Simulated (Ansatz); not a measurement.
Crystal: AlFe3B.

```xyz
5
Lattice="3.8223 0.0000 0.0000 0.0000 3.8223 0.0000 0.0000 0.0000 3.8223" Properties=species:S:1:pos:R:3 pbc="T T T"
Fe    0.0000    0.0000    1.9112
Fe    0.0000    1.9112    0.0000
Fe    1.9112    0.0000    0.0000
Al    1.9112    1.9112    1.9112
B     0.0000    0.0000    0.0000
```

The cell comes from a database or a generator and needn't be the stable form of this composition.

Alike in all runs: program Ansatz 0.2.0; functional PBEsol; potentials or basis Ansatz PAW; cutoff 420 eV (not typed: the program's choice for these potentials); k mesh 7 × 7 × 7; occupations fermi-dirac, width 0.05 eV.

Starts and where they ended:

```tsv
start	free energy over the lowest (meV/atom)	net moment (μB)	site or absolute moments (μB)	gap
no spin polarisation	89.9	-	-	none (metal or under the smearing width)
collinear spin, random start of up to 2.24 μB	0.0	4.11	Fe +1.37; Al -0.11; B -0.11	none (metal or under the smearing width)
collinear spin, ferromagnetic start of up to 3 μB	0.0	4.11	Fe +1.37; Al -0.11; B -0.11	none (metal or under the smearing width)
collinear spin, antiferromagnetic start of up to 3 μB	0.0	4.11	Fe +1.37; Al -0.11; B -0.11	none (metal or under the smearing width)
collinear spin, ferromagnetic start of up to 4.5 μB	0.0	4.11	Fe +1.37; Al -0.11; B -0.11	none (metal or under the smearing width)
collinear spin, ferrimagnetic start of up to 3 μB	0.0	4.11	Fe +1.37; Al -0.11; B -0.11	none (metal or under the smearing width)
```

Allowing spin polarisation gains 90 meV/atom. A still lower state may exist.

Caveats: the starting moments weren't kept (some runs).
